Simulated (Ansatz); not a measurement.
**SnGeO4: the band gap up the ladder of functionals**

The task here is to estimate one member of a computed series from the others.

Code: Ansatz 0.2.0. PAW datasets, plane waves. The cell comes from a prototype generator: it can be a known phase or a hypothetical one. Spin polarisation is off.

**The structure to begin with**

The cell was relaxed beforehand with r2SCAN.

Space group Cmmm (No. 65), orthorhombic; a = 6.428 Å, b = 6.544 Å, c = 3.043 Å in the conventional setting, 10.67 Å³ an atom. Near Ge stand 6 O at 1.87–1.94 Å; near Sn stand 6 O at 2.03–2.07 Å; near O stand 1 Ge at 1.87 Å and 2 Sn at 2.03 Å; near O stand 2 Ge at 1.94 Å and 1 Sn at 2.07 Å.

The structure in full:

```
Ge Sn O
1.0
     3.21402   -3.27202    0.00000
     3.21402    3.27202    0.00000
     0.00000    0.00000    3.04329
Ge Sn O
1 1 4
Direct
  0.50000 0.50000 0.50000
  0.00000 0.00000 0.00000
  0.20845 0.20845 0.50000
  0.79155 0.79155 0.50000
  0.68337 0.31663 0.00000
  0.31663 0.68337 0.00000
```

Set-up of the first run:

File input.yaml:

```yaml
crystal:
  lattice:
    - [3.2140182987, -3.2720204651, 0.0]
    - [3.2140182987, 3.2720204651, 0.0]
    - [0.0, 0.0, 3.0432914413]
  atoms:
    - { symbol: Ge, position: [0.5, 0.5, 0.5] }
    - { symbol: Sn, position: [0.0, 0.0, 0.0] }
    - { symbol: O, position: [0.2084516645, 0.2084516645, 0.5] }
    - { symbol: O, position: [0.7915483355, 0.7915483355, 0.5] }
    - { symbol: O, position: [0.6833724343, 0.3166275657, 0.0] }
    - { symbol: O, position: [0.3166275657, 0.6833724343, 0.0] }
kpoints:
  mp_grid: { grid: [6, 6, 8] }
  band_path:
    path:
      - [[0.0, 0.0, 0.0], [-0.5, 0.5, 6.246549743385e-34], [-0.4912152027855, 0.5087847972145, 2.595038612918e-20]]
      - [[0.4912152027855, 0.4912152027855, 1.451055029913e-18], [0.0, 0.0, 0.0], [-8.792453546942e-35, -6.416230584818e-35, 0.5], [0.4912152027855, 0.4912152027855, 0.5]]
      - [[-0.4912152027855, 0.5087847972145, 0.5], [-0.5, 0.5, 0.5], [-0.5, 0.5, 6.246549743385e-34]]
      - [[0.0, 0.0, 0.0], [-7.688962587058e-18, 0.5, 7.385027080212e-19], [-6.864282540061e-18, 0.5, 0.5], [-8.792453546942e-35, -6.416230584818e-35, 0.5], [-0.5, 0.5, 0.5]]
    npoints: 10
hamiltonian:
  xc: pbe
scf:
  occupations: { method: fermi_dirac, width: 0.02 }
  n_extra_bands: 5
output:
  forces: true
  stress: true
  eigenvalues: true
  write_density: true
  write_potential: true
  elf: true
  volumetric_format: npy
```

On the command line:

```sh
> ansatz run input.yaml --threads 2 --pin off --max-ram 29491MiB --backend cpu --events-out ev --progress --plain --runs-dir out
```

Among the steps run: PBE band path; r2SCAN at the same geometry; Single point with HSE06; PBE+SOC; PBE0 at the same geometry.

One table of the session follows, with a row left open; its other results are not shown here.

```
  level  gap (eV)
    PBE      1.16
 r2SCAN      1.83
  HSE06         ?
PBE+SOC      1.16
   PBE0      3.69
```

Q: Estimate the row for HSE06 from the others.

As computed: gap (eV): 2.97. In the column «gap (eV)» it lies between r2SCAN (1.83) and PBE0 (3.69).

Meshes: PBE 6×6×8, r2SCAN 6×6×8, HSE06 4×4×6, PBE+SOC 6×6×8, PBE0 4×4×6

What this shows: PBE gives the least gap, 1.16 eV, and PBE0 the largest, 3.69 eV. PBE reaches 39 % of the HSE06 value, and r2SCAN 62 %. PBE0 lies 0.72 eV above HSE06, which differs from it by screening the long-range exchange.

Caveats from the session: Warnings in the runs' records: stress scf threshold loose, stress exchange threshold loose.
